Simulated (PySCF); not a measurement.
# CH7Ge2NO: the cost of one run

Programs: PySCF 2.14.0, with density-fitted response routines of our own. Each step states its level of theory. These are calculated values for one molecule in the gas phase, unless marked as measured. Atoms are numbered from 0 throughout.

### Step 1. Starting geometry

12 atoms, charge 0, multiplicity 1; geometry from: GFN2-xTB. The atoms were then displaced at random by about 0.01 Å, so the start is not that level's minimum.

Bonds of the start (Å): O0–C1 1.21, C1–Ge2 2.00, Ge2–N3 1.78, N3–Ge4 1.85, C1–H5 1.12, Ge2–H6 1.51, Ge2–H7 1.52, N3–H8 1.03, Ge4–H9 1.48, Ge4–H10 1.52, Ge4–H11 1.50.

### Step 2. Relaxing the molecule at PBE0-D3(BJ)/def2-SVP

The job: settings as JSON, then the geometry in Å.

```
{"job": {"xc": "PBE0", "basis": "def2-SVP", "d3": "d3bj", "grid": 1, "shake": 0.01, "kind": "geom"}, "charge": 0, "multiplicity": 1}
O      2.766790     1.091620    -0.962160
C      1.886460     0.815570    -0.184790
Ge     1.019980    -0.981990    -0.056900
N     -0.574340    -0.621210     0.651480
Ge    -1.828820     0.524540    -0.068570
H      1.496670     1.578340     0.535180
H      1.034290    -1.685510    -1.387860
H      1.706550    -1.897860     0.947310
H     -1.026500    -1.390720     1.173510
H     -2.497880    -0.008370    -1.282220
H     -2.859250     0.761820     1.017270
H     -1.084270     1.785500    -0.391290
```

On the command line:

```sh
$ OMP_NUM_THREADS=1 python probes_run.py task.json out
```

One launch serves the whole session: the jobs run in the order shown.

Q: Estimate the wall time and peak memory of this first job on 1 thread of Arm Neoverse V1, shared host.

About 2.7 min, with a peak of 0.54 GiB.
